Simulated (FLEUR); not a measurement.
# TaTi3 (Pm-3m) in FLEUR: a series of runs

One crystal, TaTi3, is run at these levels: PBEsol; tasks: equation of state.

Program: FLEUR MaX-R8.1 (later development tree). These are calculated values, not measurements. Logs are shortened: lines on timing, memory, paths and dates and some standing lists are left out, and cuts for length are marked.

## Step 1: The crystal as given

It takes space group Pm-3m (No. 221, cubic). Conventional cell: a = 4.133 Å, b = 4.133 Å, c = 4.133 Å, α = 90.00°, β = 90.00°, γ = 90.00°. Around Ta (site symmetry m-3m) lie 12 Ti at 2.92 Å. Ti (site symmetry 4/mmm) is surrounded by 4 Ta at 2.92 Å and 8 Ti at 2.92 Å.

The cell comes from a database or a generator and needn't be the stable form of this composition.

## Step 2: Equation of state, PBEsol, 16.59 Å³/atom (volume scaled by 0.94)

File inp.xml:

```xml
<?xml version="1.0" encoding="UTF-8" standalone="no"?>
<fleurInput fleurInputVersion="0.39">
   <comment>
      TaTi3                                                                                               
   </comment>
   <calculationSetup>
      <cutoffs Kmax="4.41" Gmax="13.7" GmaxXC="13.7" numbands="0"/>
      <scfLoop itmax="60" minDistance="0.00001" maxIterBroyd="15" imix="Anderson" alpha="0.05" precondParam="0.0" spinf="2.0" sdNocoIR="T"/>
      <coreElectrons ctail="T" frcor="F" kcrel="0" coretail_lmax="0"/>
      <xcFunctional name="PBEs" relativisticCorrections="F"/>
      <magnetism jspins="1"/>
      <soc l_soc="F" theta="0.0" phi="0.0" spav="F"/>
      <expertModes spex="0" secvar="F"/>
      <geometryOptimization l_f="F" forcealpha="1.0" forcemix="BFGS" epsdisp="0.0005" epsforce="0.0002"/>
      <ldaU l_linMix="F" mixParam="0.05" spinf="1.0"/>
   </calculationSetup>
   <cell>
      <bzIntegration valenceElectrons="63.0" mode="hist" fermiSmearingEnergy="0.00183747">
         <kPointListSelection listName="default-1"/>
         <!-- k-points included here -->
         <xi:include xmlns:xi="http://www.w3.org/2001/XInclude" href="kpts.xml"> </xi:include>
      </bzIntegration>
      <!-- symmetry operations included here -->
      <xi:include xmlns:xi="http://www.w3.org/2001/XInclude" href="sym.xml"> </xi:include>
      <bulkLattice scale="0.9795861087">
         <bravaisMatrix>
            <row-1>    7.8103401181825269     0.0000000000000000     0.0000000000000000</row-1>
            <row-2>    0.0000000000000000     7.8103401181825269     0.0000000000000000</row-2>
            <row-3>    0.0000000000000000     0.0000000000000000     7.8103401181825269</row-3>
         </bravaisMatrix>
      </bulkLattice>
   </cell>
   <atomSpecies>
[... 16 lines left out ...]
         <mtSphere radius="2.22" gridPoints="757" logIncrement="0.016"/>
         <atomicCutoffs lmax="9" lnonsphr="9"/>
         <electronConfig flipSpins="F">
            <coreConfig>(1s1/2) (2s1/2) (2p1/2) (2p3/2)</coreConfig>
            <valenceConfig>(3s1/2) (3p1/2) (3p3/2) (4s1/2) (3d3/2) (3d5/2)</valenceConfig>
            <stateOccupation state="(3d3/2)" spinUp="0.400000" spinDown="0.400000"/>
            <stateOccupation state="(3d5/2)" spinUp="0.600000" spinDown="0.600000"/>
         </electronConfig>
         <energyParameters s="4" p="4" d="3" f="4"/>
         <lo type="SCLO" l="0" n="3" eDeriv="0"/>
         <lo type="SCLO" l="1" n="3" eDeriv="0"/>
         <lo type="SCLO" l="1" n="3" eDeriv="1"/>
         <lo type="SCLO" l="2" n="3" eDeriv="2"/>
         <lo type="SCLO" l="3" n="4" eDeriv="2"/>
      </species>
   </atomSpecies>
   <atomGroups>
      <atomGroup species="Tantalum (Ta)">
         <relPos label="                   1">.0000000000 .0000000000 .0000000000</relPos>
         <force calculate="T" relaxXYZ="TTT"/>
      </atomGroup>
      <atomGroup species="Titanium (Ti)">
         <relPos label="                   2">1.000/2.000 1.000/2.000 .0000000000</relPos>
         <relPos label="                   3">1.000/2.000 .0000000000 1.000/2.000</relPos>
         <relPos label="                   4">.0000000000 1.000/2.000 1.000/2.000</relPos>
         <force calculate="T" relaxXYZ="TTT"/>
      </atomGroup>
   </atomGroups>
   <output dos="F" band="F" slice="F">
      <checks vchk="F" cdinf="F"/>
      <bandDOS minEnergy="-.5*Htr" maxEnergy="0.5*Htr" sigma="0.015" storeEVData="T"/>
      <vacuumDOS vacdos="F" integ="F" star="F" nstars="0" locx1="0.0" locy1="0.0" locx2="0.0" locy2="0.0" nstm="0" tworkf="0.0"/>
      <unfoldingBand unfoldBand="F" supercellX="1" supercellY="1" supercellZ="1"/>
      <plotting iplot="0" polar="F">
         <plot TwoD="T" vec1="  1.0  0.0  0.0" vec2="  0.0  1.0  0.0" vec3="  0.0  0.0  1.0" zero="  0.0  0.0  0.0" file="plot"/>
      </plotting>
      <chargeDensitySlicing numkpt="0" minEigenval="0.0" maxEigenval="0.0" nnne="0" pallst="F"/>
      <specialOutput eonly="F"/>
      <moessbauerParams electricFieldGradient="T" isomerShift="T" coreHyperfine="T" valenceHyperfine="T"/>
      <magneticCircularDichroism mcd="F" energyLo="-10.0" energyUp="0.0"/>
   </output>
  <!-- We include the file relax.xml here to enable relaxations (see documentation) -->
  <xi:include xmlns:xi="http://www.w3.org/2001/XInclude" href="relax.xml"> <xi:fallback/> </xi:include>
</fleurInput>
```

Potentials or basis: all-electron, FLAPW.

On the command line:

```
> inpgen -f crystal.txt -profile fastHighL
> # inp.xml edited to the form shown
> fleur_MPI
```

What it wrote:

```text
Welcome to FLEUR        (www.flapw.de)
      MaX-Release 8.1          (www.max-centre.eu)

 ========== k-point set info ==========
 Selected k-point list: default-1
 k-point list type: mesh
 7 x 7 x 7
 Number of k points: 20

 ------------Calculation Setup---------------------------
 Number of MPI-tasks      :            1
 Number of PE/node        :            1
 Number of OMP-threads    :            1
 Most efficient MPI parallelization for:
           1           2           4           5          10          20
 Additional eigenvalue parallelization possible
 Number of basis functions:          803
 Approximate size of matrices (H+S) per k-point:         0.010 GB
 --------------------------------------------------------
 Iteration:     1   Distance:       9.19063554 me/bohr^3
 Iteration:     2   Distance:       8.22983620 me/bohr^3
 Iteration:     3   Distance:       3.75454969 me/bohr^3
 Iteration:     4   Distance:       1.78423805 me/bohr^3
 Iteration:     5   Distance:       1.29779291 me/bohr^3
 Iteration:     6   Distance:       1.10349298 me/bohr^3
 Iteration:     7   Distance:       0.24921978 me/bohr^3
 Iteration:     8   Distance:       0.20544614 me/bohr^3
 Iteration:     9   Distance:       0.03513144 me/bohr^3
 Iteration:    10   Distance:       0.03594202 me/bohr^3
 Iteration:    11   Distance:       0.00899736 me/bohr^3
 Iteration:    12   Distance:       0.00367691 me/bohr^3
 Iteration:    13   Distance:       0.00049398 me/bohr^3
 Iteration:    14   Distance:       0.00007821 me/bohr^3
 Iteration:    15   Distance:       0.00008761 me/bohr^3
 Iteration:    16   Distance:       0.00006807 me/bohr^3
 Iteration:    17   Distance:       0.00004121 me/bohr^3
 Iteration:    18   Distance:       0.00001433 me/bohr^3
 Iteration:    19   Distance:       0.00000461 me/bohr^3

 ********************************************************************
 Run finished successfully
 Stop message:
   all done
 ********************************************************************
```

It took 3.8 min on 1 thread of Intel Xeon at 2.50GHz (Skylake/Cascade Lake), shared host; peak memory 0.08 GiB.

Results:

```yaml
Free_energy: -494705.2044 eV
Band_gap_on_the_k_mesh: none (metal or under the smearing width)
Valence_electrons_inside_the_program's_atomic_spheres: Ta 25.42; Ti 10.04 (radii Ta 2.66, Ti 2.22 bohr)
```

## Step 3: Equation of state, PBEsol, 16.94 Å³/atom (volume scaled by 0.96)

Changes to inp.xml since step 2:

```diff
@@ -24,3 +24,3 @@
       <xi:include xmlns:xi="http://www.w3.org/2001/XInclude" href="sym.xml"> </xi:include>
-      <bulkLattice scale="0.9795861087">
+      <bulkLattice scale="0.9864848297">
          <bravaisMatrix>
```

Potentials or basis: all-electron, FLAPW.

On the command line:

```
> inpgen -f crystal.txt -profile fastHighL
> # inp.xml edited to the form shown
> fleur_MPI
```

It took 4 min on 1 thread of Intel Xeon at 2.50GHz (Skylake/Cascade Lake), shared host; peak memory 0.09 GiB.

Results (log left out):

- Free energy: -494705.2200 eV
- Band gap on the k mesh: none (metal or under the smearing width)
- Valence electrons inside the program's atomic spheres: Ta 25.37; Ti 10.02 (radii Ta 2.66, Ti 2.22 bohr)

## Step 4: Equation of state, PBEsol, 17.30 Å³/atom (volume scaled by 0.98)

Changes to inp.xml since step 3:

```diff
@@ -24,3 +24,3 @@
       <xi:include xmlns:xi="http://www.w3.org/2001/XInclude" href="sym.xml"> </xi:include>
-      <bulkLattice scale="0.9864848297">
+      <bulkLattice scale="0.9932883884">
          <bravaisMatrix>
```

On the command line:

```
> inpgen -f crystal.txt -profile fastHighL
> # inp.xml edited to the form shown
> fleur_MPI
```

It took 4 min on 1 thread of Intel Xeon at 2.50GHz (Skylake/Cascade Lake), shared host; peak memory 0.09 GiB.

It converged, with:

```yaml
Free_energy: -494705.2105 eV
Band_gap_on_the_k_mesh: none (metal or under the smearing width)
Valence_electrons_inside_the_program's_atomic_spheres: Ta 25.33; Ti 10.00 (radii Ta 2.66, Ti 2.22 bohr)
```

## Step 5: Equation of state, PBEsol, 17.65 Å³/atom

Changes to inp.xml since step 4:

```diff
@@ -24,3 +24,3 @@
       <xi:include xmlns:xi="http://www.w3.org/2001/XInclude" href="sym.xml"> </xi:include>
-      <bulkLattice scale="0.9932883884">
+      <bulkLattice scale="1.0000000000">
          <bravaisMatrix>
```

On the command line:

```
> inpgen -f crystal.txt -profile fastHighL
> # inp.xml edited to the form shown
> fleur_MPI
```

It took 4.5 min on 1 thread of Intel Xeon at 2.50GHz (Skylake/Cascade Lake), shared host; peak memory 0.09 GiB.

The run converged. Its results:

* Free energy: -494705.1783 eV
* Band gap on the k mesh: none (metal or under the smearing width)
* Valence electrons inside the program's atomic spheres: Ta 25.28; Ti 9.98 (radii Ta 2.66, Ti 2.22 bohr)

## Step 6: Equation of state, PBEsol, 18.00 Å³/atom (volume scaled by 1.02)

Changes to inp.xml since step 5:

```diff
@@ -24,3 +24,3 @@
       <xi:include xmlns:xi="http://www.w3.org/2001/XInclude" href="sym.xml"> </xi:include>
-      <bulkLattice scale="1.0000000000">
+      <bulkLattice scale="1.0066227096">
          <bravaisMatrix>
```

Potentials or basis: all-electron, FLAPW.

On the command line:

```
> inpgen -f crystal.txt -profile fastHighL
> # inp.xml edited to the form shown
> fleur_MPI
```

It took 4.4 min on 1 thread of Intel Xeon at 2.50GHz (Skylake/Cascade Lake), shared host; peak memory 0.09 GiB.

It converged, with:

- Free energy: -494705.1252 eV
- Band gap on the k mesh: none (metal or under the smearing width)
- Valence electrons inside the program's atomic spheres: Ta 25.24; Ti 9.96 (radii Ta 2.66, Ti 2.22 bohr)

## Step 7: Equation of state, PBEsol, 18.36 Å³/atom (volume scaled by 1.04)

Changes to inp.xml since step 6:

```diff
@@ -24,3 +24,3 @@
       <xi:include xmlns:xi="http://www.w3.org/2001/XInclude" href="sym.xml"> </xi:include>
-      <bulkLattice scale="1.0066227096">
+      <bulkLattice scale="1.0131594038">
          <bravaisMatrix>
```

On the command line:

```
> inpgen -f crystal.txt -profile fastHighL
> # inp.xml edited to the form shown
> fleur_MPI
```

Wall time 4.3 min (1 thread of Intel Xeon at 2.50GHz (Skylake/Cascade Lake), shared host); peak memory 0.09 GiB.

It converged, with:

```yaml
Free_energy: -494705.0528 eV
Band_gap_on_the_k_mesh: none (metal or under the smearing width)
Valence_electrons_inside_the_program's_atomic_spheres: Ta 25.21; Ti 9.94 (radii Ta 2.66, Ti 2.22 bohr)
```

## Step 8: Equation of state, PBEsol, 18.71 Å³/atom (volume scaled by 1.06)

Changes to inp.xml since step 7:

```diff
@@ -24,3 +24,3 @@
       <xi:include xmlns:xi="http://www.w3.org/2001/XInclude" href="sym.xml"> </xi:include>
-      <bulkLattice scale="1.0131594038">
+      <bulkLattice scale="1.0196128224">
          <bravaisMatrix>
```

On the command line:

```
> inpgen -f crystal.txt -profile fastHighL
> # inp.xml edited to the form shown
> fleur_MPI
```

Run time: 4.6 min. Hardware: 1 thread of Intel Xeon at 2.50GHz (Skylake/Cascade Lake), shared host; peak memory 0.09 GiB.

Results (log left out):

```
Free energy                                           : -494704.9631 eV
Band gap on the k mesh                                : none (metal or under the smearing width)
Valence electrons inside the program's atomic spheres : Ta 25.17; Ti 9.92 (radii Ta 2.66, Ti 2.22 bohr)
```

## Step 9: Equation of state, PBEsol

Potentials or basis: all-electron, FLAPW.

This step only gathers the single runs of the series.

What came out:

```yaml
Equilibrium_volume: 16.98 Å³/atom
Bulk_modulus: 135 GPa
Pressure_derivative_of_the_bulk_modulus: 3.3
```

Energy against volume, from the lowest point:
| volume (Å³/atom) | energy (meV/atom) |
| --- | --- |
| 16.591 | 3.88 |
| 16.944 | 0.00 |
| 17.297 | 2.36 |
| 17.650 | 10.41 |
| 18.003 | 23.70 |
| 18.356 | 41.79 |
| 18.709 | 64.20 |

The run has no spin-orbit coupling, so splittings on Ta are missing.
